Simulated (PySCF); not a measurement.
# C3H3NO2S: the cost of one run

Programs: PySCF 2.14.0, with routines of our own; each step states its level. All values are computed. Atoms count from 0.

## Step 1: The starting structure

10 atoms, charge 0, multiplicity 1; geometry from: GFN2-xTB.

## Step 2: Magnetic properties: GIAO BHandHLYP/pcSseg-1

Job settings and geometry (Å):

```
{"job": {"kind": "mag", "xc": "BHandHLYP", "basis": "pcSseg-1", "isotopologues": 2}, "charge": 0, "multiplicity": 1}
O     -1.321034     1.491577     0.208549
C     -0.634064     0.331697     0.205013
C     -1.057521    -0.906481     0.746288
N     -0.148982    -1.825382     0.572836
O      0.893096    -1.257216    -0.074989
C      0.612279     0.039880    -0.301210
S      1.787551     1.032847    -1.132020
H     -0.806648     2.182526    -0.225304
H     -1.978694    -1.128387     1.242413
H      2.662900     0.043593    -1.264103
```

Method: GIAO BHandHLYP/pcSseg-1 magnetisability, rotational g tensor and spin-rotation constants, non-relativistic, gas phase.

Command:

```console
> OMP_NUM_THREADS=1 python excited_run.py task.json out
```

One launch serves the whole session: the jobs run in the order shown.

Q: Estimate the wall time and peak memory of this first job on 1 thread of Arm Neoverse N1, shared host.

About 29 s, with a peak of 0.69 GiB.
